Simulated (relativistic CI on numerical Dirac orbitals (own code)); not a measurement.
# Ho XXI (Ho²⁰⁺): levels and lines

The task is the spectrum of Ho²⁰⁺: levels, purity of their labels, lifetimes and lines; runs with one setting changed show what the result hangs on.

The numbers are computed with relativistic CI on numerical Dirac orbitals (own code) version 2 (Dirac-Coulomb-Breit CI, KLI orbitals optimised for each configuration, model QED (radiative potential, 1s self-energy scaled to tabulated hydrogen-like ionisation energies)), except any that are marked as measured or tabulated.

## (1) The atom as given

* ion: Ho²⁰⁺ (Ho XXI)
* nuclear charge: 67
* electrons: 47
* isotope: A = 165
* first configuration typed: [Kr] 4d10 4f

Outer shells as boxes (Hund's rule):

first configuration typed
```
[Kr] core
4d [↑↓][↑↓][↑↓][↑↓][↑↓]
4f [↑ ][  ][  ][  ][  ][  ][  ]
```

## (2) Base run

The run's settings:

```ini
atom Ho  Z=67  charge=20  electrons=47
nucleus A=165  rms_radius_fm=5.2022
hamiltonian dirac-coulomb  breit=on  qed=on  c_scale=1
orbitals kli  potential=per-configuration
slater_scale 1
correlation none
mixing on
configurations
  [Kr] 4d10 4f
  [Kr] 4d10 5s
  [Kr] 4d10 5p
  [Kr] 4d9 4f2
  [Kr] 4d10 5d
  [Ar] 3d10 4s2 4p5 4d10 4f2
  [Kr] 4d9 5s2
  [Kr] 4d9 4f 5s
  [Kr] 4d10 5f
  [Kr] 4d9 5s 5p
  [Kr] 4d10 6s
  [Kr] 4d10 6p
  [Ar] 3d10 4s 4p6 4d10 4f2
  [Kr] 4d9 4f 5p
  [Kr] 4d10 5g
  [Kr] 4d9 5p2
end
```

## (3) Slater integrals scaled by 0.9

Settings: those of step 2 with these lines changed.

```diff
@@ -4,3 +4,3 @@
 orbitals kli  potential=per-configuration
-slater_scale 1
+slater_scale 0.9
 correlation none
```

## (4) Without QED terms

Settings: those of step 3 with these lines changed.

```diff
@@ -2,5 +2,5 @@
 nucleus A=165  rms_radius_fm=5.2022
-hamiltonian dirac-coulomb  breit=on  qed=on  c_scale=1
+hamiltonian dirac-coulomb  breit=on  qed=off  c_scale=1
 orbitals kli  potential=per-configuration
-slater_scale 0.9
+slater_scale 1
 correlation none
```

## (5) Without configuration mixing

Settings: those of step 4 with these lines changed.

```diff
@@ -2,3 +2,3 @@
 nucleus A=165  rms_radius_fm=5.2022
-hamiltonian dirac-coulomb  breit=on  qed=off  c_scale=1
+hamiltonian dirac-coulomb  breit=on  qed=on  c_scale=1
 orbitals kli  potential=per-configuration
@@ -6,3 +6,3 @@
 correlation none
-mixing on
+mixing off
 configurations
```

(Steps that only read results are left out.)

**Question.** What will these runs give? Wanted: lowest level; first excitation; lowest level of the other parity; fastest E1 line; ionisation energy.

**Answer**, as computed:

| run | time | mean size of shift, levels followed (cm⁻¹) | lowest level | ionisation energy (eV) |
| --- | --- | --- | --- | --- |
| main run | 1.6 s | 0 | 4f 2F°5/2 | 512.86 |
| Slater integrals scaled by 0.9 | 1.6 s | 4189 | 4f 2F°5/2 | 512.86 |
| without QED terms | 1.3 s | 285 | 4f 2F°5/2 | 512.82 |
| without configuration mixing | 1.6 s | 3645 | 4f 2F°5/2 | - |

The tabulated theoretical ionisation energy (NIST) is 510 eV.

| quantity | value |
| --- | --- |
| lowest level | 4f 2F°5/2 |
| first excitation | 4f 2F°7/2, 13272.0 cm⁻¹ |
| lowest level of the other parity | 5s 2S1/2, 426998 cm⁻¹ |
| levels in the model | 419 |
| fastest E1 line (by rate) to the lowest level among the lowest 200 of 419 levels | 6.221 nm, from 4d9 4f2 2G7/2 (iv) |
| ionisation energy | 512.86 eV |
| ionisation energy, tabulated theoretical (NIST) | 510 eV |

What this shows: The lowest level is 4f 2F°5/2, 100 % pure in LS and 100 % in jj coupling; over the low levels the means are 78 and 80 %, so they are in intermediate coupling. The ionisation energy agrees with the tabulated theoretical value within its uncertainty of 4 eV. Of the changes tried, the run «Slater integrals scaled by 0.9» moves the low levels most, by 4189 cm⁻¹ on average. Lifetimes count radiative decay inside the model alone.
